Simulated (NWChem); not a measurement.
# UHF/3-21G run of Si2NH5F (SMILES F[SiH2]N[SiH2]), part 2 of 2

NWChem 7.3.0.

**3. The singlet cation: a geometry optimisation at HF/3-21G**

Input file run.xyz:

```xyz
9
FH5NSi2
F     -1.778200     1.208900    -1.181800
Si    -0.288000     1.123600    -0.604900
N      0.241500    -0.491400    -0.403000
Si     0.023600    -1.533600     0.967900
H      0.576300     1.799100    -1.598800
H     -0.302800     1.779800     0.718800
H      0.600400    -0.942200    -1.234500
H     -0.246300    -0.650000     2.136200
H      1.261800    -2.340700     1.182700
```

Input file run.nw:

```
start run
title "FH5NSi2"
memory stack 880 mb heap 220 mb global 1100 mb
charge 1
geometry noautosym
   load run.xyz
end
basis spherical bse
   * library 3-21G
end
scf
   thresh 1e-07
   maxiter 80
   print low
end
driver
   maxiter 60
end
freq
   temp 3 298.15 400 700
end
task scf optimize
task scf frequencies
```

Launch:

```console
nwchem run.nw > run.out
```

Log:

```text
Northwest Computational Chemistry Package (NWChem) 7.3.0
             --------------------------------------------------------

           Job information
           ---------------

    nwchem branch   = 7.3.0
    use scalapack   = T
    input           = run.nw
    prefix          = run.
    data base       = ./run.db
    status          = startup
    nproc           =        1

           Memory information
           ------------------

    heap     =     28835836 doubles =      220.0 Mbytes
    stack    =    115343361 doubles =      880.0 Mbytes
    global   =    144179200 doubles =     1100.0 Mbytes (distinct from heap & stack)
    total    =    288358397 doubles =     2200.0 Mbytes
    verify   = yes
    hardfail = no

           Directory information
           ---------------------

  0 permanent = .
  0 scratch   = .

                                NWChem Input Module
                                -------------------

                                      FH5NSi2
                                      -------

 Scaling coordinates for geometry "geometry" by  1.889725989
 (inverse scale =  0.529177249)

          ------
          auto-z
          ------
  no constraints, skipping    0.0000000000000000
  no constraints, skipping    0.0000000000000000

                             Geometry "geometry" -> ""
                             -------------------------

 Output coordinates in angstroms (scale by  1.889725989 to convert to a.u.)

  No.       Tag          Charge          X              Y              Z
 ---- ---------------- ---------- -------------- -------------- --------------
    1 F                    9.0000    -1.44910816     1.18142449    -1.03545714
    2 Si                  14.0000     0.04109184     1.09612449    -0.45855714
    3 N                    7.0000     0.57059184    -0.51887551    -0.25665714
[... 5 lines of this table left out ...]
    9 H                    1.0000     1.59089184    -2.36817551     1.32904286

      Atomic Mass
      -----------

      F                 18.998400
      Si                27.976930
      N                 14.003070
      H                  1.007825

 Effective nuclear repulsion energy (a.u.)     217.0452672657

            Nuclear Dipole moment (a.u.)
            ----------------------------
        X                 Y               Z
 ---------------- ---------------- ----------------
     0.0000000000     0.0000000000    -0.0000000000

                                Z-matrix (autoz)
                                --------

 Units are Angstrom for bonds and degrees for angles

      Type          Name      I     J     K     L     M      Value
      ----------- --------  ----- ----- ----- ----- ----- ----------
    1 Stretch                  1     2                       1.60025
    2 Stretch                  2     3                       1.71154
    3 Stretch                  2     5                       1.48025
    4 Stretch                  2     6                       1.47750
    5 Stretch                  3     4                       1.73581
    6 Stretch                  3     7                       1.01164
    7 Stretch                  4     8                       1.48947
    8 Stretch                  4     9                       1.49355
    9 Bend                     1     2     3               112.39074
   10 Bend                     1     2     5               106.10212
   11 Bend                     1     2     6               106.85668
   12 Bend                     2     3     4               128.38013
   13 Bend                     2     3     7               115.67555
   14 Bend                     3     2     5               109.21838
   15 Bend                     3     2     6               108.45096
   16 Bend                     3     4     8               106.62122
   17 Bend                     3     4     9               109.50999
   18 Bend                     4     3     7               115.22192
   19 Bend                     5     2     6               113.87365
   20 Bend                     8     4     9               110.97708
   21 Torsion                  1     2     3     4         -87.09924
   22 Torsion                  1     2     3     7          82.60677
   23 Torsion                  2     3     4     8         -21.07715
   24 Torsion                  2     3     4     9        -141.21827
   25 Torsion                  4     3     2     5         155.43077
   26 Torsion                  4     3     2     6          30.81011
   27 Torsion                  5     2     3     7         -34.86321
   28 Torsion                  6     2     3     7        -159.48388
   29 Torsion                  7     3     4     8         169.17770
   30 Torsion                  7     3     4     9          49.03659

            XYZ format geometry
            -------------------
     9
 geometry
 F                    -1.44910816     1.18142449    -1.03545714
 Si                    0.04109184     1.09612449    -0.45855714
 N                     0.57059184    -0.51887551    -0.25665714
[... 5 lines of this table left out ...]
 H                     1.59089184    -2.36817551     1.32904286

[... 152 lines left out ...]
         Total SCF energy =   -730.539069321149
[... 68 lines left out ...]
       Final RHF  results
[... 11 lines left out ...]
 new step= 2.08                   predicted energy=   -730.569743
[... 69 lines left out ...]
 Nuclear repulsion energy =    214.519852251719
[... 71 lines left out ...]
 Nuclear repulsion energy =    215.019270208445
[... 73 lines left out ...]
      One-electron energy =  -1433.333685366628
[... 69 lines left out ...]
      One-electron energy =  -1432.682812277118
[... 71 lines left out ...]
       Final RHF  results
[... 69 lines left out ...]
       Final RHF  results
[... 11 lines left out ...]
 new step= 1.43                   predicted energy=   -730.587442
[... 69 lines left out ...]
 Nuclear repulsion energy =    215.509348668238
[... 69 lines left out ...]
 Nuclear repulsion energy =    215.607483448393
[... 73 lines left out ...]
      One-electron energy =  -1433.065420590656
[... 69 lines left out ...]
      One-electron energy =  -1432.908351515910
[... 71 lines left out ...]
       Final RHF  results
[... 69 lines left out ...]
       Final RHF  results
[... 11 lines left out ...]
 new step= 1.70                   predicted energy=   -730.587718
[... 69 lines left out ...]
 Nuclear repulsion energy =    215.473246556890
[... 70 lines left out ...]
 Nuclear repulsion energy =    215.528819911173
[... 73 lines left out ...]
      One-electron energy =  -1432.756012123603
[... 70 lines left out ...]
      One-electron energy =  -1432.780213203998
[... 71 lines left out ...]
       Final RHF  results
[... 70 lines left out ...]
       Final RHF  results
[... 11 lines left out ...]
 new step= 2.68                   predicted energy=   -730.587738
[... 69 lines left out ...]
 Nuclear repulsion energy =    215.537345038285
[... 66 lines left out ...]
 Nuclear repulsion energy =    215.541385330111
[... 73 lines left out ...]
      One-electron energy =  -1432.707527166099
[... 66 lines left out ...]
      One-electron energy =  -1432.708482383443
[... 71 lines left out ...]
       Final RHF  results
[... 70 lines left out ...]
       Final RHF  results
[... 11 lines left out ...]
 new step= 1.36                   predicted energy=   -730.587758
[... 69 lines left out ...]
 Nuclear repulsion energy =    215.491052692862
[... 66 lines left out ...]
 Nuclear repulsion energy =    215.470300297998
[... 69 lines left out ...]
      One-electron energy =  -1432.508257508244
[... 65 lines left out ...]
      One-electron energy =  -1432.509552956831
[... 62 lines left out ...]
  The SCF is already converged
[... 85 lines left out ...]
                Final and change from initial internal coordinates
[... 100 lines left out ...]
 stpr_wrt_fd_dipole: overwrite of existing file./run.fd_ddipole
[... 41 lines left out ...]
 d_dipole_x/<atom=   1,y> =    -0.0186     [   -0.0893]
[... 5 lines left out ...]
 d_dipole_x/<atom=   3,y> =     0.1180     [    0.5669]
[... 5 lines left out ...]
 d_dipole_x/<atom=   5,y> =     0.0555     [    0.2666]
[... 5 lines left out ...]
 d_dipole_x/<atom=   7,y> =     0.0439     [    0.2106]
[... 5 lines left out ...]
 d_dipole_x/<atom=   9,y> =    -0.0358     [   -0.1721]
[... 6 lines left out ...]
 d_dipole_y/<atom=   2,x> =    -0.2696     [   -1.2951]
[... 5 lines left out ...]
 d_dipole_y/<atom=   4,x> =     0.0044     [    0.0211]
[... 5 lines left out ...]
 d_dipole_y/<atom=   6,x> =     0.0173     [    0.0832]
[... 5 lines left out ...]
 d_dipole_y/<atom=   8,x> =     0.0068     [    0.0328]
[... 6 lines left out ...]
 Z vector of derivative dipole (au) [debye/angstrom]
[... 5 lines left out ...]
 d_dipole_z/<atom=   2,z> =     1.7269     [    8.2947]
[... 5 lines left out ...]
 d_dipole_z/<atom=   4,z> =     1.6583     [    7.9651]
[... 5 lines left out ...]
 d_dipole_z/<atom=   6,z> =    -0.2908     [   -1.3967]
[... 5 lines left out ...]
 d_dipole_z/<atom=   8,z> =    -0.0857     [   -0.4118]
[... 130 lines left out ...]
          MASS-WEIGHTED PROJECTED HESSIAN (Hartree/Bohr/Bohr/Kamu)
[... 11 lines left out ...]
              11           12           13           14           15           16           17           18           19           20
   ----- ----- ----- ----- -----
   11    1.49583D+01
   12   -3.17318D+00  1.83491D+01
   13    1.80384D-01  1.43034D-01  1.01379D+02
   14   -3.27627D-01 -6.82927D-01  4.84627D+01  5.80413D+01
[... 12 lines of this table left out ...]
   27   -1.32357D+00 -5.84781D+00 -2.54117D-01  1.02741D+00  1.20408D-01 -1.70411D-01  2.44988D-01  5.11487D-01 -5.37781D-01 -1.68222D+00

              21           22           23           24           25           26           27
   ----- ----- ----- ----- -----
   21    3.41621D+02
   22    3.56528D-01  3.85836D+01
   23    2.18556D+00 -3.48067D+01  6.13707D+01
   24   -5.23000D-01 -5.89722D+01  6.86584D+01  1.57280D+02
   25   -9.68076D-01  5.32238D+00  4.88796D+00  8.65428D-03  4.24117D+01
   26   -3.35500D-01  2.62840D+00  1.56947D-01  1.67552D+00 -7.31240D+01  1.89025D+02
   27    2.28994D+00  4.36008D+00 -8.88442D+00  3.93853D+00 -3.14566D+00  6.63262D-01  2.44757D+01

 center of mass
 --------------
 x =   0.05630655 y =   0.16314183 z =  -0.04394116

 moments of inertia (a.u.)
 ------------------
         755.202176036003         220.848735205393        -185.886892418542
         220.848735205393         527.725236017281         313.423801316430
        -185.886892418542         313.423801316430         687.820893374559

 Rotational Constants
 --------------------
 A=   0.408491 cm-1  (  0.587714 K)
 B=   0.067673 cm-1  (  0.097364 K)
 C=   0.064468 cm-1  (  0.092753 K)

 Temperature                      =   298.15K
 frequency scaling parameter      =   1.0000

 Zero-Point correction to Energy  =   36.666 kcal/mol  (  0.058431 au)
 Thermal correction to Energy     =   40.227 kcal/mol  (  0.064106 au)
 Thermal correction to Enthalpy   =   40.819 kcal/mol  (  0.065050 au)

 Total Entropy                    =   76.401 cal/mol-K
   - Translational                =   39.516 cal/mol-K (mol. weight =  93.9945)
   - Rotational                   =   26.295 cal/mol-K (symmetry #  =        1)
   - Vibrational                  =   10.590 cal/mol-K

 Cv (constant volume heat capacity) =   19.069 cal/mol-K
   - Translational                  =    2.979 cal/mol-K
   - Rotational                     =    2.979 cal/mol-K
   - Vibrational                    =   13.111 cal/mol-K

 Temperature                      =   400.00K
 frequency scaling parameter      =   1.0000

 Zero-Point correction to Energy  =   36.666 kcal/mol  (  0.058431 au)
 Thermal correction to Energy     =   42.416 kcal/mol  (  0.067595 au)
 Thermal correction to Enthalpy   =   43.211 kcal/mol  (  0.068861 au)

 Total Entropy                    =   83.267 cal/mol-K
   - Translational                =   40.975 cal/mol-K (mol. weight =  93.9945)
   - Rotational                   =   27.171 cal/mol-K (symmetry #  =        1)
   - Vibrational                  =   15.122 cal/mol-K

 Cv (constant volume heat capacity) =   23.760 cal/mol-K
   - Translational                  =    2.979 cal/mol-K
   - Rotational                     =    2.979 cal/mol-K
   - Vibrational                    =   17.801 cal/mol-K

 Temperature                      =   700.00K
 frequency scaling parameter      =   1.0000

 Zero-Point correction to Energy  =   36.666 kcal/mol  (  0.058431 au)
 Thermal correction to Energy     =   51.028 kcal/mol  (  0.081318 au)
 Thermal correction to Enthalpy   =   52.418 kcal/mol  (  0.083534 au)

 Total Entropy                    =  100.211 cal/mol-K
   - Translational                =   43.754 cal/mol-K (mol. weight =  93.9945)
   - Rotational                   =   28.838 cal/mol-K (symmetry #  =        1)
   - Vibrational                  =   27.620 cal/mol-K

 Cv (constant volume heat capacity) =   32.667 cal/mol-K
   - Translational                  =    2.979 cal/mol-K
   - Rotational                     =    2.979 cal/mol-K
   - Vibrational                    =   26.708 cal/mol-K

          -------------------------------------------------
          NORMAL MODE EIGENVECTORS IN CARTESIAN COORDINATES
          -------------------------------------------------
             (Projected Frequencies expressed in cm-1)

                    1           2           3           4           5           6

 P.Frequency       -0.00       -0.00       -0.00        0.00        0.00        0.00

           1     0.01339     0.06507    -0.01942    -0.01282     0.00584     0.12122
[... 25 lines of this table left out ...]
          27    -0.08209     0.03337    -0.03244     0.00258     0.20213     0.00591

                    7           8           9          10          11          12

 P.Frequency       76.26      228.72      249.36      379.14      609.28      650.75

           1     0.01814    -0.04612     0.00877    -0.04980    -0.01620    -0.01840
[... 25 lines of this table left out ...]
          27    -0.01323     0.02750    -0.24236    -0.05426     0.56134    -0.21329

                   13          14          15          16          17          18

 P.Frequency      764.16      832.12      857.98      909.05      979.89      992.57

           1    -0.00249     0.00345    -0.01189    -0.04239    -0.13673    -0.06572
[... 25 lines of this table left out ...]
          27     0.11969    -0.08808    -0.23721    -0.01254    -0.24520     0.43535

                   19          20          21          22          23          24

 P.Frequency     1010.19     1104.88     1139.08     1431.85     2424.26     2433.87

           1    -0.01059    -0.04731     0.00428    -0.00092    -0.00030     0.00097
[... 25 lines of this table left out ...]
          27     0.42356     0.00442    -0.08896     0.05977    -0.01197     0.00089

                   25          26          27

 P.Frequency     2465.06     2473.57     3648.43

           1     0.00043     0.00002    -0.00002
[... 25 lines of this table left out ...]
          27     0.00035    -0.00382    -0.00114

 ----------------------------------------------------------------------------
 Normal Eigenvalue ||    Projected Derivative Dipole Moments (debye/angs)
  Mode   [cm**-1]  ||      [d/dqX]             [d/dqY]           [d/dqZ]
 ------ ---------- || ------------------ ------------------ -----------------
    1       -0.000 ||      -0.018               0.048             0.171
    2       -0.000 ||       0.001               0.112             0.213
    3       -0.000 ||       0.076               0.534            -0.180
[... 23 lines of this table left out ...]
   27     3648.430 ||      -0.544               0.527             1.648
 ----------------------------------------------------------------------------

 ----------------------------------------------------------------------------
 Normal Eigenvalue ||           Projected Infra Red Intensities
  Mode   [cm**-1]  || [atomic units] [(debye/angs)**2] [(KM/mol)] [arbitrary]
 ------ ---------- || -------------- ----------------- ---------- -----------
    1       -0.000 ||    0.001373           0.032         1.338       0.161
    2       -0.000 ||    0.002516           0.058         2.453       0.296
    3       -0.000 ||    0.013992           0.323        13.640       1.644
[... 23 lines of this table left out ...]
   27     3648.430 ||    0.142599           3.290       139.013      16.756
 ----------------------------------------------------------------------------

 vib:animation  F

 Task  times  cpu:        6.0s     wall:        6.0s
 Total times  cpu:       59.8s     wall:       59.8s
```

Wall time 61 s (1 thread of Intel Xeon Platinum 8375C at 2.90GHz (Ice Lake), shared host); peak memory 0.11 GiB.

The path in brief:

| step | energy from the first frame kept (eV) |
| --- | --- |
| 0 | 0.0000 |
| 1 | -0.8604 |
| 2 | -1.2417 |
| 3 | -1.3056 |
| 4 | -1.3163 |
| 5 | -1.3208 |
| 6 | -1.3232 |
| 7 | -1.3238 |
| 8 | -1.3240 |
| 9 | -1.3242 |
| 10 | -1.3244 |
| 11 | -1.3245 |
| 12 | -1.3247 |
| 13 | -1.3249 |
| 14 | -1.3249 |
| 15 | -1.3250 |

After the run. Bond lengths: F1–Si2 1.620 Å, Si2–N3 1.807 Å, N3–Si4 1.670 Å, Si2–H5 1.459 Å, Si2–H6 1.463 Å, N3–H7 1.014 Å, Si4–H8 1.459 Å, Si4–H9 1.460 Å. Some angles: F1–Si2–N3 106.8°, Si2–N3–Si4 129.5°, F1–Si2–H5 110.5°, F1–Si2–H6 110.4°, N3–Si2–H5 106.5°, N3–Si2–H6 103.7°, Si2–N3–H7 113.3°, Si4–N3–H7 117.1°, N3–Si4–H8 117.5°, N3–Si4–H9 119.4°.

**4. Summary of results**

The summary covers parts 1 to 2.

At UHF/3-21G:

| quantity | value |
| --- | --- |
| run 1, UHF/3-21G: total energy at the end | -730.82433 Eh |
| run 1, UHF/3-21G: ⟨S²⟩ | 0.753 |
| run 1, UHF/3-21G: lowest harmonic wavenumber | 74 cm⁻¹ |
| run 1, UHF/3-21G: highest harmonic wavenumber | 3715 cm⁻¹ |
| run 1, UHF/3-21G: zero-point energy | 148.0 kJ/mol |
| singlet cation: total energy at the end | -730.58776 Eh |
| singlet cation: lowest harmonic wavenumber | 76 cm⁻¹ |
| singlet cation: highest harmonic wavenumber | 3648 cm⁻¹ |
| singlet cation: zero-point energy | 153.4 kJ/mol |
| singlet cation: ideal-gas entropy at 298.15 K (symmetry number 1 as used) | 76.4 cal/(mol K) |
| adiabatic ionisation energy (to the singlet cation, no zero-point term) | 6.437 eV |

**Reading.** The adiabatic ionisation energy (to the singlet cation, no zero-point term) is 6.44 eV (621 kJ/mol). All 21 modes (run 1, UHF/3-21G) are real, so the shape is a minimum at this level. The optimisation (run 1, UHF/3-21G) took 17 steps and changed the energy by -0.061 eV. All 21 modes (singlet cation) are real, so the shape is a minimum at this level. The optimisation (singlet cation) took 16 steps and changed the energy by -1.325 eV.
